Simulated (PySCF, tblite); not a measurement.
**C₃HN₃Si: dynamics, then NMR shifts and electronic excitations on frames, part 1 of 2**

Aim: move C₃HN₃Si (`N#C[SiH](C#N)C#N`) away from its starting geometry and see how NMR shifts and electronic excitations follow the geometry.

The runs use tblite 0.8.0 and PySCF 2.14.0, with density-fitted response routines of our own; the level of theory stands in each step. All values are computed, except where a source is named. Atoms count from 0, in the outputs and in this text.

**1. The starting structure**

8 atoms, charge 0, multiplicity 1; geometry from: GFN2-xTB.

Bonds of the start (Å): N0–C1 1.14, C1–Si2 1.87, Si2–C3 1.87, C3–N4 1.14, Si2–C5 1.87, C5–N6 1.14, Si2–H7 1.46.

**2. Thermal motion with GFN2-xTB**

The job: settings as JSON, then the geometry in Å.

```
{"job": {"kind": "md", "xc": "GFN2-xTB", "basis": "xTB", "temperature": 600, "steps": 2000, "every": 50, "frames": 5}, "charge": 0, "multiplicity": 1}
N     -0.451665     2.774414    -0.499927
C     -0.271985     1.708383    -0.125480
Si     0.018070    -0.020911     0.515493
C      1.601848    -0.605070    -0.281512
N      2.578952    -0.967962    -0.753160
C     -1.342389    -1.072387    -0.211802
N     -2.181711    -1.721840    -0.639057
H      0.057938    -0.085215     1.970880
```

Level: GFN2-xTB Langevin dynamics, gas phase.

Started as:

```bash
$ OMP_NUM_THREADS=1 python probes_run.py task.json out
```

One launch serves the whole session: the jobs run in the order shown.

Log:

```text
t/fs     T/K      E/eV
    0.0   468.1   -469.57262
   25.0   376.9   -469.27733
   50.0   460.1   -469.18921
   75.0   442.4   -469.20751
  100.0   365.5   -469.19736
  125.0   364.2   -469.30946
  150.0   493.8   -469.35757
  175.0   497.1   -469.30291
  200.0   339.3   -469.09647
  225.0   525.5   -469.18476
  250.0   467.3   -469.11871
  275.0   330.8   -469.05261
  300.0   468.9   -469.04647
  325.0   514.3   -469.20323
  350.0   631.1   -469.33565
  375.0   594.5   -469.24874
  400.0  1028.0   -469.26375
  425.0   802.8   -469.07464
  450.0   578.4   -469.19770
  475.0   650.0   -469.05271
  500.0   741.7   -469.27679
  525.0   370.6   -469.01923
  550.0   663.9   -469.18050
  575.0   465.5   -468.86401
  600.0   889.5   -468.95160
  625.0   645.1   -468.84792
  650.0   720.9   -468.99020
  675.0   409.6   -468.89473
  700.0   502.7   -468.94482
  725.0   797.4   -469.13503
  750.0   741.9   -469.10291
  775.0   771.3   -469.10886
  800.0   761.1   -469.10352
  825.0   419.9   -469.05233
  850.0   372.6   -469.20164
  875.0   466.2   -469.28494
  900.0   682.7   -469.16487
  925.0   869.9   -469.23633
  950.0   509.2   -469.00212
  975.0   690.1   -468.84393
 1000.0   641.0   -469.19618
```

Run time: 8.6 s. Hardware: 1 thread of Arm Neoverse V1, shared host; peak memory 0.19 GiB.

Distance from the start (root mean square after alignment): 0 fs 0.00 Å, 200 fs 0.17 Å, 400 fs 0.20 Å, 600 fs 0.41 Å, 800 fs 0.23 Å, 1000 fs 0.17 Å.

Positions (Å) and forces (eV/Å) at 1000 fs:

```xyz
8

N    -1.878    1.444   -1.841   -0.327    0.207   -0.591
C    -1.535    0.574   -1.188    0.587   -0.323    0.995
Si   -0.758   -0.360    0.265    0.285   -0.647   -2.410
C     0.989   -0.776   -0.308   -2.184    0.479    0.788
N     2.080   -1.001   -0.493    1.857   -0.407   -0.492
C    -1.691   -1.903    0.631   -0.137   -1.279   -0.731
N    -2.140   -2.959    0.587   -0.064    0.343    0.345
H    -0.990    0.350    1.411   -0.017    1.627    2.097
```

**3. Shielding tensors: 250 fs, PBE0/pcSseg-1**

The job: settings as JSON, then the geometry in Å.

```
{"job": {"kind": "nmr", "xc": "PBE0", "basis": "pcSseg-1", "pop": false}, "charge": 0, "multiplicity": 1}
N     -0.371400     2.592200    -1.107400
C     -0.085900     1.659800    -0.563100
Si     0.036600     0.027600     0.285200
C      1.534500    -1.270200     0.118500
N      2.132900    -2.249000     0.063500
C     -1.404300    -1.044800    -0.263300
N     -2.349700    -1.502400    -0.712000
H     -0.171000     0.149300     1.715800
```

With the program's defaults for keys left out, this is: GIAO PBE0/pcSseg-1 NMR shielding, non-relativistic, gas phase.

Log:

```text
coarse grid: 8688 points
cycle   1  E = -567.9467155900  dE =  8.827e-01  |g| = 6.812e-01  |ddm| = 2.938e+00
cycle   2  E = -567.3497409296  dE =  5.970e-01  |g| = 1.739e+00  |ddm| = 1.558e+00
cycle   3  E = -568.0695975757  dE = -7.199e-01  |g| = 1.048e-01  |ddm| = 1.074e+00
cycle   4  E = -568.0716623498  dE = -2.065e-03  |g| = 5.174e-02  |ddm| = 1.261e-01
cycle   5  E = -568.0720213825  dE = -3.590e-04  |g| = 3.227e-02  |ddm| = 4.116e-02
cycle   6  E = -568.0722412219  dE = -2.198e-04  |g| = 2.278e-03  |ddm| = 1.700e-02
cycle   7  E = -568.0722423575  dE = -1.136e-06  |g| = 7.497e-04  |ddm| = 2.338e-03
final grid: 83904 points
cycle   8  E = -568.1112757452  dE = -1.473e-05  |g| = 3.815e-03  |ddm| = 1.693e-02
cycle   9  E = -568.1112729050  dE =  2.840e-06  |g| = 5.277e-03  |ddm| = 6.426e-03
cycle  10  E = -568.1112780877  dE = -5.183e-06  |g| = 2.269e-03  |ddm| = 3.932e-03
cycle  11  E = -568.1112792249  dE = -1.137e-06  |g| = 1.994e-04  |ddm| = 1.248e-03
cycle  12  E = -568.1112792279  dE = -3.027e-09  |g| = 1.553e-04  |ddm| = 1.965e-04
cycle  13  E = -568.1112792328  dE = -4.894e-09  |g| = 3.490e-05  |ddm| = 9.409e-05
cycle  14  E = -568.1112792331  dE = -2.709e-10  |g| = 5.171e-06  |ddm| = 2.854e-05
converged SCF energy = -568.1112792331

GIAO shielding tensors (ppm)
atom      isotropic    diamagn.    paramagn.     s11        s22        s33       span
  0 N     -103.940     335.481    -439.421   -309.298   -303.676    301.154    610.452
  1 C       78.765     263.217    -184.452    -27.555    -23.793    287.643    315.198
  2 Si     450.350     876.143    -425.794    426.909    449.585    474.555     47.646
  3 C       70.880     264.359    -193.479    -39.140    -33.755    285.535    324.675
  4 N     -100.976     334.055    -435.030   -306.071   -304.495    307.640    613.711
  5 C       69.495     263.872    -194.377    -42.788    -36.108    287.380    330.168
  6 N     -110.602     335.551    -446.153   -318.872   -304.881    291.948    610.820
  7 H       26.796      26.226       0.571     24.125     24.762     31.502      7.377
```

Wall time 8.1 s (1 thread of Arm Neoverse V1, shared host); peak memory 0.6 GiB.

The references, computed at this level on geometries of the same kind, shield at (ppm): 1H TMS 31.72, 13C TMS 186.9, 29Si TMS 349.2, 15N NH3 267.7. Their shielding less the atom's gives the shift. The references are single molecules in the gas phase, so shifts against H2O, NH3, PH3, H3PO4 or CFCl3 are not on the usual liquid scales and can be off by tens of ppm. Each atom is listed at this fixed geometry, with no averaging over motion; a spectrum would average atoms that exchange fast.

| atoms | environment | σ (ppm) | δ (ppm) |
| --- | --- | --- | --- |
| C5 | nitrile carbon | 69.5 | 117.4 |
| C3 | nitrile carbon | 70.9 | 116.0 |
| C1 | nitrile carbon | 78.8 | 108.2 |
| H7 | hydrogen on a silicon bonded to 3 C | 26.80 | 4.92 |
| N6 | nitrile nitrogen | -110.6 | 378.3 |
| N0 | nitrile nitrogen | -103.9 | 371.7 |
| N4 | nitrile nitrogen | -101.0 | 368.7 |
| Si2 | silicon bonded to 3 C, H | 450.3 | -101.2 |

**4. Excited states and response: 250 fs, PBE0/def2-SVPD**

Same as in step 3 but for these lines:

```diff
@@ -1,2 +1,2 @@
-{"job": {"kind": "nmr", "xc": "PBE0", "basis": "pcSseg-1", "pop": false}, "charge": 0, "multiplicity": 1}
+{"job": {"kind": "uv", "xc": "PBE0", "basis": "def2-SVPD", "nstates": 5, "ntriplets": 0}, "charge": 0, "multiplicity": 1}
 N     -0.371400     2.592200    -1.107400
```

Method: TDDFT PBE0/def2-SVPD, vertical, gas phase, core orbitals frozen in the response.

Log:

```text
coarse grid: 8688 points
cycle   1  E = -567.6663842896  dE =  8.446e-01  |g| = 6.497e-01  |ddm| = 4.017e+00
cycle   2  E = -567.0911090425  dE =  5.753e-01  |g| = 1.688e+00  |ddm| = 2.295e+00
cycle   3  E = -567.7830453297  dE = -6.919e-01  |g| = 9.029e-02  |ddm| = 1.565e+00
cycle   4  E = -567.7848574621  dE = -1.812e-03  |g| = 4.832e-02  |ddm| = 1.826e-01
cycle   5  E = -567.7851987340  dE = -3.413e-04  |g| = 3.075e-02  |ddm| = 6.215e-02
cycle   6  E = -567.7854044367  dE = -2.057e-04  |g| = 2.419e-03  |ddm| = 2.832e-02
cycle   7  E = -567.7854059008  dE = -1.464e-06  |g| = 5.459e-04  |ddm| = 3.953e-03
final grid: 83904 points
cycle   8  E = -567.8541868951  dE = -1.080e-05  |g| = 3.481e-03  |ddm| = 2.982e-02
cycle   9  E = -567.8541829316  dE =  3.964e-06  |g| = 5.527e-03  |ddm| = 1.110e-02
cycle  10  E = -567.8541892252  dE = -6.294e-06  |g| = 2.002e-03  |ddm| = 6.417e-03
cycle  11  E = -567.8541901449  dE = -9.196e-07  |g| = 1.290e-04  |ddm| = 1.628e-03
cycle  12  E = -567.8541901469  dE = -2.004e-09  |g| = 1.074e-04  |ddm| = 2.417e-04
cycle  13  E = -567.8541901492  dE = -2.373e-09  |g| = 2.672e-05  |ddm| = 1.088e-04
cycle  14  E = -567.8541901494  dE = -1.737e-10  |g| = 4.324e-06  |ddm| = 3.657e-05
converged SCF energy = -567.8541901494

Static polarisability (au): isotropic 67.196, principal 51.015 67.818 82.753

Singlet excitations
state   eV       nm        f      main configurations
  1   6.6211    187.3   0.00082   H-1->L+1 0.40, H->L 0.29
  2   6.7702    183.1   0.00218   H-1->L 0.36, H->L+1 0.29
  3   6.8477    181.1   0.00257   H->L 0.51, H-1->L+1 0.25
  4   6.9110    179.4   0.00150   H-3->L 0.27, H-2->L 0.14, H-4->L 0.14
  5   6.9714    177.8   0.00489   H-2->L 0.25, H-2->L+2 0.22, H-3->L+1 0.12
```

It took 11 s on 1 thread of Arm Neoverse V1, shared host; peak memory 0.69 GiB.

Frontier orbitals and where they lie:

| orbital | eV | atoms |
| --- | --- | --- |
| HOMO−3 | -11.10 | N4 30 %, N6 24 %, C5 20 % |
| HOMO−2 | -11.01 | N4 42 %, C3 32 %, N6 11 % |
| HOMO−1 | -10.85 | N6 29 %, C5 24 %, N4 20 % |
| HOMO | -10.77 | N4 29 %, C3 23 %, N6 22 % |
| LUMO | -2.64 | Si2 30 %, C1 20 %, N0 17 % |
| LUMO+1 | -2.52 | Si2 25 %, C1 20 %, N0 17 % |
| LUMO+2 | -1.89 | Si2 27 %, C3 22 %, N4 20 % |

With each of the 5 states as a Gaussian band of 0.4 eV half-width at 1/e, the curve within the window shown has maxima at 181 nm (ε 450) L/(mol cm). Beyond the last state computed it falls off for lack of states. The curve at chosen wavelengths:

```tsv
nm	ε (L/mol/cm)
171	194
172	232
174	309
175	346
177	407
178	430
179	446
181	455
182	449
184	417
185	394
186	366
188	305
189	274
191	212
192	184
193	158
195	113
196	94
198	64
199	52
200	42
202	26
203	21
205	13
206	10
```

Ground-state properties from the same run:

| property | computed |
| --- | --- |
| dipole moment (D) | 3.09 |
| polarisability (Å³) | 9.96 |
| HOMO–LUMO gap (eV) | 8.13 |
| −ε(HOMO) (eV) | 10.77 |

**5. Nuclear shieldings: 425 fs, PBE0/pcSseg-1**

The job: settings as JSON, then the geometry in Å.

```
{"job": {"kind": "nmr", "xc": "PBE0", "basis": "pcSseg-1", "pop": false}, "charge": 0, "multiplicity": 1}
N     -0.196900     2.158800    -1.490500
C     -0.133500     1.261000    -0.783000
Si    -0.086700    -0.481000     0.086400
C      1.452800    -0.983900    -0.907500
N      2.370200    -1.330500    -1.455800
C     -1.604600    -1.694000     0.123700
N     -2.624500    -2.153500    -0.022200
H      0.087200    -0.174500     1.474500
```

Level: GIAO PBE0/pcSseg-1 NMR shielding, non-relativistic, gas phase.

Log:

```text
coarse grid: 8688 points
cycle   1  E = -567.9290577244  dE =  8.736e-01  |g| = 7.035e-01  |ddm| = 2.941e+00
cycle   2  E = -567.3056494114  dE =  6.234e-01  |g| = 1.777e+00  |ddm| = 1.611e+00
cycle   3  E = -568.0603444003  dE = -7.547e-01  |g| = 1.095e-01  |ddm| = 1.112e+00
cycle   4  E = -568.0626556221  dE = -2.311e-03  |g| = 5.233e-02  |ddm| = 1.324e-01
cycle   5  E = -568.0630590246  dE = -4.034e-04  |g| = 3.035e-02  |ddm| = 4.163e-02
cycle   6  E = -568.0632547145  dE = -1.957e-04  |g| = 2.223e-03  |ddm| = 1.613e-02
cycle   7  E = -568.0632557770  dE = -1.062e-06  |g| = 7.203e-04  |ddm| = 2.152e-03
final grid: 83904 points
cycle   8  E = -568.1024657846  dE = -1.465e-05  |g| = 3.653e-03  |ddm| = 1.661e-02
cycle   9  E = -568.1024638169  dE =  1.968e-06  |g| = 4.753e-03  |ddm| = 6.020e-03
cycle  10  E = -568.1024679390  dE = -4.122e-06  |g| = 2.113e-03  |ddm| = 3.580e-03
cycle  11  E = -568.1024689150  dE = -9.760e-07  |g| = 2.253e-04  |ddm| = 1.167e-03
cycle  12  E = -568.1024689198  dE = -4.842e-09  |g| = 1.628e-04  |ddm| = 2.034e-04
cycle  13  E = -568.1024689253  dE = -5.455e-09  |g| = 3.328e-05  |ddm| = 9.936e-05
cycle  14  E = -568.1024689255  dE = -2.485e-10  |g| = 4.876e-06  |ddm| = 2.881e-05
converged SCF energy = -568.1024689255

GIAO shielding tensors (ppm)
atom      isotropic    diamagn.    paramagn.     s11        s22        s33       span
  0 N     -108.549     335.670    -444.218   -328.793   -282.596    285.743    614.536
  1 C       69.650     264.115    -194.465    -45.354    -32.095    286.399    331.752
  2 Si     445.073     875.371    -430.298    380.829    448.431    505.958    125.129
  3 C       75.969     262.698    -186.729    -33.434    -26.133    287.474    320.909
  4 N      -94.617     335.774    -430.392   -305.985   -272.400    294.532    600.517
  5 C       76.389     264.303    -187.914    -33.045    -23.638    285.851    318.896
  6 N     -103.370     334.281    -437.651   -329.417   -288.409    307.715    637.131
  7 H       27.122      26.955       0.167     23.704     25.577     32.085      8.381
```

Wall time 7.6 s (1 thread of Arm Neoverse V1, shared host); peak memory 0.63 GiB.

This run: δ C1 117.3, C3 111.0, C5 110.5, N0 376.3, H7 4.59 ppm.

**6. TDDFT and polarisability: 425 fs, PBE0/def2-SVPD**

Same as in step 5 but for these lines:

```diff
@@ -1,2 +1,2 @@
-{"job": {"kind": "nmr", "xc": "PBE0", "basis": "pcSseg-1", "pop": false}, "charge": 0, "multiplicity": 1}
+{"job": {"kind": "uv", "xc": "PBE0", "basis": "def2-SVPD", "nstates": 5, "ntriplets": 0}, "charge": 0, "multiplicity": 1}
 N     -0.196900     2.158800    -1.490500
```

Method: TDDFT PBE0/def2-SVPD, vertical, gas phase, core orbitals frozen in the response.

Log:

```text
coarse grid: 8688 points
cycle   1  E = -567.6488881287  dE =  8.353e-01  |g| = 6.713e-01  |ddm| = 3.994e+00
cycle   2  E = -567.0464039380  dE =  6.025e-01  |g| = 1.726e+00  |ddm| = 2.364e+00
cycle   3  E = -567.7736290004  dE = -7.272e-01  |g| = 9.465e-02  |ddm| = 1.610e+00
cycle   4  E = -567.7756544336  dE = -2.025e-03  |g| = 4.900e-02  |ddm| = 1.912e-01
cycle   5  E = -567.7760332879  dE = -3.789e-04  |g| = 2.973e-02  |ddm| = 6.210e-02
cycle   6  E = -567.7762267815  dE = -1.935e-04  |g| = 2.485e-03  |ddm| = 2.671e-02
cycle   7  E = -567.7762282780  dE = -1.497e-06  |g| = 5.998e-04  |ddm| = 3.906e-03
final grid: 83904 points
cycle   8  E = -567.8451889355  dE = -1.061e-05  |g| = 3.281e-03  |ddm| = 2.907e-02
cycle   9  E = -567.8451860772  dE =  2.858e-06  |g| = 4.936e-03  |ddm| = 1.048e-02
cycle  10  E = -567.8451910449  dE = -4.968e-06  |g| = 1.858e-03  |ddm| = 5.957e-03
cycle  11  E = -567.8451918327  dE = -7.878e-07  |g| = 1.632e-04  |ddm| = 1.512e-03
cycle  12  E = -567.8451918352  dE = -2.424e-09  |g| = 1.371e-04  |ddm| = 2.744e-04
cycle  13  E = -567.8451918392  dE = -4.061e-09  |g| = 2.073e-05  |ddm| = 1.302e-04
cycle  14  E = -567.8451918393  dE = -1.191e-10  |g| = 4.092e-06  |ddm| = 3.579e-05
converged SCF energy = -567.8451918393

Static polarisability (au): isotropic 67.522, principal 52.728 68.815 81.023

Singlet excitations
state   eV       nm        f      main configurations
  1   5.9452    208.5   0.00057   H->L 0.70, H-1->L 0.23
  2   6.2246    199.2   0.00224   H-1->L 0.67, H->L 0.22
  3   6.4869    191.1   0.00039   H-4->L 0.41, H-5->L 0.19, H-7->L 0.16
  4   6.6370    186.8   0.02549   H-2->L 0.81
  5   6.7008    185.0   0.00540   H-3->L 0.43, H-4->L 0.22, H-6->L 0.10
```

It took 11 s on 1 thread of Arm Neoverse V1, shared host; peak memory 0.69 GiB.

In short: HOMO -10.72 eV, LUMO -3.24 eV; lowest singlet 5.95 eV.

**7. NMR shieldings: 625 fs, PBE0/pcSseg-1**

The job: settings as JSON, then the geometry in Å.

```
{"job": {"kind": "nmr", "xc": "PBE0", "basis": "pcSseg-1", "pop": false}, "charge": 0, "multiplicity": 1}
N     -1.477700     2.053200    -1.438700
C     -0.782600     1.147500    -1.140800
Si    -0.122900    -0.537300    -0.557700
C      1.535200    -1.034600    -1.322500
N      2.345500    -1.783300    -1.512200
C     -1.144100    -2.086000    -0.294500
N     -1.553200    -3.037900     0.135800
H      0.326600    -0.275500     0.776600
```

With the program's defaults for keys left out, this is: GIAO PBE0/pcSseg-1 NMR shielding, non-relativistic, gas phase.

Log:

```text
coarse grid: 8688 points
cycle   1  E = -567.9435585936  dE =  8.922e-01  |g| = 6.656e-01  |ddm| = 2.955e+00
cycle   2  E = -567.3704977179  dE =  5.731e-01  |g| = 1.702e+00  |ddm| = 1.525e+00
cycle   3  E = -568.0599002042  dE = -6.894e-01  |g| = 1.193e-01  |ddm| = 1.053e+00
cycle   4  E = -568.0618082667  dE = -1.908e-03  |g| = 8.007e-02  |ddm| = 1.339e-01
cycle   5  E = -568.0627824216  dE = -9.742e-04  |g| = 4.438e-02  |ddm| = 5.805e-02
cycle   6  E = -568.0632053666  dE = -4.229e-04  |g| = 1.798e-03  |ddm| = 2.425e-02
cycle   7  E = -568.0632061304  dE = -7.638e-07  |g| = 8.178e-04  |ddm| = 2.396e-03
final grid: 83904 points
cycle   8  E = -568.1017240291  dE = -1.416e-05  |g| = 4.387e-03  |ddm| = 1.788e-02
cycle   9  E = -568.1017161822  dE =  7.847e-06  |g| = 7.447e-03  |ddm| = 7.564e-03
cycle  10  E = -568.1017272922  dE = -1.111e-05  |g| = 2.316e-03  |ddm| = 4.931e-03
cycle  11  E = -568.1017284753  dE = -1.183e-06  |g| = 3.770e-04  |ddm| = 1.367e-03
cycle  12  E = -568.1017284951  dE = -1.975e-08  |g| = 2.111e-04  |ddm| = 2.872e-04
cycle  13  E = -568.1017285048  dE = -9.689e-09  |g| = 2.615e-05  |ddm| = 1.280e-04
cycle  14  E = -568.1017285049  dE = -1.230e-10  |g| = 1.128e-05  |ddm| = 2.707e-05
converged SCF energy = -568.1017285049

GIAO shielding tensors (ppm)
atom      isotropic    diamagn.    paramagn.     s11        s22        s33       span
  0 N     -142.881     333.249    -476.130   -377.537   -344.258    293.150    670.687
  1 C       64.006     262.142    -198.136    -51.413    -44.017    287.449    338.862
  2 Si     456.245     877.590    -421.345    437.933    455.981    474.821     36.888
  3 C       73.712     263.550    -189.838    -35.862    -30.438    287.436    323.298
  4 N     -106.672     334.469    -441.141   -327.917   -291.092    298.994    626.911
  5 C       76.963     264.779    -187.816    -31.085    -25.339    287.314    318.399
  6 N     -100.307     334.825    -435.132   -301.130   -296.256    296.465    597.595
  7 H       26.771      30.063      -3.293     24.601     25.000     30.711      6.110
```

Run time: 7.7 s. Hardware: 1 thread of Arm Neoverse V1, shared host; peak memory 0.63 GiB.

Key values: δ C1 122.9, C3 113.2, C5 110.0, N0 410.6, H7 4.95 ppm.

**8. Excited states and response: 625 fs, PBE0/def2-SVPD**

Same as in step 7 but for these lines:

```diff
@@ -1,2 +1,2 @@
-{"job": {"kind": "nmr", "xc": "PBE0", "basis": "pcSseg-1", "pop": false}, "charge": 0, "multiplicity": 1}
+{"job": {"kind": "uv", "xc": "PBE0", "basis": "def2-SVPD", "nstates": 5, "ntriplets": 0}, "charge": 0, "multiplicity": 1}
 N     -1.477700     2.053200    -1.438700
```

Method: TDDFT PBE0/def2-SVPD, vertical, gas phase, core orbitals frozen in the response.

Log:

```text
coarse grid: 8688 points
cycle   1  E = -567.6637616328  dE =  8.533e-01  |g| = 6.338e-01  |ddm| = 4.082e+00
cycle   2  E = -567.1135408554  dE =  5.502e-01  |g| = 1.650e+00  |ddm| = 2.280e+00
cycle   3  E = -567.7740337206  dE = -6.605e-01  |g| = 1.047e-01  |ddm| = 1.544e+00
cycle   4  E = -567.7755843793  dE = -1.551e-03  |g| = 7.907e-02  |ddm| = 2.042e-01
cycle   5  E = -567.7766657378  dE = -1.081e-03  |g| = 3.864e-02  |ddm| = 8.988e-02
cycle   6  E = -567.7770010442  dE = -3.353e-04  |g| = 2.013e-03  |ddm| = 3.563e-02
cycle   7  E = -567.7770021553  dE = -1.111e-06  |g| = 6.702e-04  |ddm| = 3.858e-03
final grid: 83904 points
cycle   8  E = -567.8452524121  dE = -1.019e-05  |g| = 3.995e-03  |ddm| = 3.120e-02
cycle   9  E = -567.8452440514  dE =  8.361e-06  |g| = 7.345e-03  |ddm| = 1.292e-02
cycle  10  E = -567.8452555894  dE = -1.154e-05  |g| = 2.002e-03  |ddm| = 7.759e-03
cycle  11  E = -567.8452565102  dE = -9.207e-07  |g| = 2.995e-04  |ddm| = 1.724e-03
cycle  12  E = -567.8452565251  dE = -1.495e-08  |g| = 1.499e-04  |ddm| = 3.813e-04
cycle  13  E = -567.8452565302  dE = -5.133e-09  |g| = 1.913e-05  |ddm| = 1.502e-04
cycle  14  E = -567.8452565303  dE = -6.685e-11  |g| = 1.227e-05  |ddm| = 4.003e-05
converged SCF energy = -567.8452565303

Static polarisability (au): isotropic 67.328, principal 48.535 68.216 85.233

Singlet excitations
state   eV       nm        f      main configurations
  1   6.0629    204.5   0.00199   H->L 0.56, H-4->L 0.12
  2   6.5188    190.2   0.00295   H-1->L 0.60, H->L 0.09, H->L+1 0.08
  3   6.6154    187.4   0.00324   H->L+1 0.55, H-1->L+1 0.08, H->L 0.08
  4   6.8158    181.9   0.00831   H-3->L 0.18, H-3->L+1 0.14, H->L 0.11
  5   6.8767    180.3   0.00172   H-1->L+1 0.18, H-3->L 0.17, H-3->L+1 0.16
```

It took 11 s on 1 thread of Arm Neoverse V1, shared host; peak memory 0.69 GiB.

Key values: HOMO -10.71 eV, LUMO -2.95 eV; lowest singlet 6.06 eV.

(Continued in part 2 of 2.)
